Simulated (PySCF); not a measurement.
# C₃H₁₂N₂Si: magnetic properties

Programs: PySCF 2.14.0, with routines of our own; each step states its level. All values are computed. Atoms count from 0.

## 1. The system as given

18 atoms, charge 0, multiplicity 1; geometry from: GFN2-xTB.

## 2. Optimising the geometry at PBE0-D3(BJ)/def2-SVP

What the job is given:

```
{"job": {"xc": "PBE0", "basis": "def2-SVP", "d3": "d3bj", "grid": 1, "kind": "geom"}, "charge": 0, "multiplicity": 1}
C      2.213888     0.207486    -0.276396
C      1.308570    -0.964995     0.097703
N     -0.002668    -0.607890     0.620862
N     -0.852284    -0.035414    -0.371397
C     -1.768608    -1.029433    -0.880701
Si    -1.245304     1.639465    -0.425656
H      3.168098    -0.161218    -0.644855
H      2.397119     0.839473     0.591201
H      1.746771     0.807583    -1.053765
H      1.143675    -1.593860    -0.780374
H      1.786983    -1.574525     0.869816
H      0.102323     0.041553     1.394238
H     -2.320807    -0.606841    -1.715944
H     -1.211723    -1.902163    -1.226048
H     -2.478216    -1.357077    -0.114293
H     -2.383280     2.042321     0.419204
H     -1.560695     1.920289    -1.826019
H     -0.052601     2.341561     0.046010
```

Run with:

```console
OMP_NUM_THREADS=1 python excited_run.py task.json out
```

This one command runs all jobs of the session in turn.

Q: Estimate the wall time and peak memory of this first job on 1 thread of AMD EPYC 7R43, shared host.

About 56 s, with a peak of 0.63 GiB.
